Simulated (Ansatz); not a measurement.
# LiP4Ir: the cost of one run

Method: DFT PBE, scalar-relativistic, plane waves, PAW, in Ansatz 0.2.0.

The COD entry's cell or inner coordinates are ideal or old and differ from later refinements, so a difference from it is no clean test against experiment.

## 1. The system as given

Symmetry: F-43m, No. 216, cubic system. Conventional cell: a = 7.093 Å, b = 7.093 Å, c = 7.093 Å, α = 90.00°, β = 90.00°, γ = 90.00°. Li (site symmetry -43m) has 12 P at 2.94 Å and 4 Ir at 3.07 Å in its first shell of neighbours. P (site symmetry 3m) is surrounded by 6 P at 2.51 Å and 3 Li at 2.94 Å and 3 Ir at 2.94 Å. Ir (site symmetry -43m) is surrounded by 12 P at 2.94 Å and 4 Li at 3.07 Å.

Coordinates:

```
Li P Ir
1.0
     0.00000    3.54641    3.54641
     3.54641    0.00000    3.54641
     3.54641    3.54641    0.00000
Li P Ir
1 4 1
Direct
  0.75000 0.75000 0.75000
  0.37500 0.87500 0.37500
  0.37500 0.37500 0.87500
  0.37500 0.37500 0.37500
  0.87500 0.37500 0.37500
  0.00000 0.00000 0.00000
```

(A quick probe on a coarse mesh, which set the mesh and smearing, is not shown.)

## 3. Relaxing cell and atoms

input.yaml

```yaml
crystal:
  lattice:
    - [0.0, 3.5464064976, 3.5464064976]
    - [3.5464064976, 0.0, 3.5464064976]
    - [3.5464064976, 3.5464064976, 0.0]
  atoms:
    - { symbol: Li, position: [0.75, 0.75, 0.75] }
    - { symbol: P, position: [0.375, 0.875, 0.375] }
    - { symbol: P, position: [0.375, 0.375, 0.875] }
    - { symbol: P, position: [0.375, 0.375, 0.375] }
    - { symbol: P, position: [0.875, 0.375, 0.375] }
    - { symbol: Ir, position: [0.0, 0.0, 0.0] }
basis:
  ecutwfc: 420
kpoints:
  mp_grid: { grid: [10, 10, 10] }
hamiltonian:
  xc: pbe
scf:
  occupations: { method: gaussian, width: 0.1 }
output:
  forces: true
  stress: true
  eigenvalues: true
relax:
  adjacent_minimum: "off"
  f_tol: 0.01
  max_steps: 80
  cell: { stress_tol: 0.05 }
```

On the command line:

```sh
$ ansatz run input.yaml --threads 1 --pin off --max-ram 2560MiB --backend cpu --events-out ev --progress --plain --runs-dir out
```

Q: Estimate wall time and peak memory on 1 thread of Arm Neoverse V2, shared host.

About 58 s, with a peak of 0.39 GiB.
